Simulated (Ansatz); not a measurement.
# CH₇BNP: how energies converge with the basis set

The task here is to estimate one member of a computed series from the others.

Program: Ansatz 0.2.0, Gaussian basis. Level of theory: one geometry, several basis sets. These are calculated values, not measurements.

Levels to be run: PBE0-D4/def2-SVP; ωB97M-V/def2-SVP; PBE0-D4/def2-QZVPP; ωB97M-V/def2-QZVPP; the functionals' def2-TZVPP values are taken from earlier runs.

1 further run of the same task is left out (it didn't finish).

## The relaxed structure

An earlier PBE0-D4 in a triple-zeta def2 set relaxation fixed the geometry.

11 atoms, charge 0, spin multiplicity 1.

Atoms are counted from 1 here; the program's logs count them from 0.

Bond lengths: N1–C2 1.454 Å, N1–H5 1.012 Å, N1–H6 1.012 Å, C2–B3 1.558 Å, C2–H7 1.106 Å, C2–H8 1.103 Å, B3–P4 1.876 Å, B3–H9 1.198 Å, P4–H10 1.412 Å, P4–H11 1.411 Å. Angles: C2–N1–H5 111.4°, C2–N1–H6 110.7°, H5–N1–H6 106.9°, N1–C2–B3 116.4°, N1–C2–H7 114.7°, N1–C2–H8 108.9°, B3–C2–H7 108.4°, B3–C2–H8 103.5°, H7–C2–H8 103.6°, C2–B3–P4 122.5°, C2–B3–H9 118.6°, P4–B3–H9 118.6°, B3–P4–H10 101.8°, B3–P4–H11 102.4°, H10–P4–H11 100.0°.

Set-up of the first run:

Contents of in.yaml:

```yaml
crystal:
  periodic: [false, false, false]
  atoms:
    - {symbol: N, position_ang: [-1.021194, 1.038240, -0.532113]}
    - {symbol: C, position_ang: [-0.867728, 0.054610, 0.527803]}
    - {symbol: B, position_ang: [0.508013, -0.671502, 0.606374]}
    - {symbol: P, position_ang: [1.928140, -0.266861, -0.549999]}
    - {symbol: H, position_ang: [-1.943742, 1.453134, -0.520152]}
    - {symbol: H, position_ang: [-0.357323, 1.793854, -0.418532]}
    - {symbol: H, position_ang: [-1.126953, 0.421055, 1.538204]}
    - {symbol: H, position_ang: [-1.583506, -0.767115, 0.358262]}
    - {symbol: H, position_ang: [0.705400, -1.428803, 1.513045]}
    - {symbol: H, position_ang: [1.268135, -0.163036, -1.793426]}
    - {symbol: H, position_ang: [2.556258, -1.520677, -0.708968]}
basis:
  gaussian: {orbitals: def2-SVP}
hamiltonian: {xc: pbe0, dispersion: d4}
output: {orbitals: {seedname: orbitals}}
```

On the command line:

```sh
> ansatz run in.yaml --threads 2 --pin off --events-out ev --progress --plain --max-ram 4352MiB
```

Among the steps run: PBE0-D4 in def2-SVP; ωB97M-V in def2-SVP; PBE0-D4 in def2-QZVPP; ωB97M-V in def2-QZVPP.

One of the session's tables, all rows but one given; the rest of the session is left out.

It belongs to the step «Density functionals: the series». 

```
functional       basis  HOMO (eV)
   PBE0-D4    def2-SVP      -6.66
   PBE0-D4  def2-TZVPP      -6.93
   PBE0-D4  def2-QZVPP      -6.98
   ωB97M-V    def2-SVP      -9.01
   ωB97M-V  def2-TZVPP      -9.24
   ωB97M-V  def2-QZVPP          ?
```

**Question.** Estimate the row for ωB97M-V, def2-QZVPP.

The run gave: HOMO (eV): -9.28. In the column «HOMO (eV)» it is the lowest.
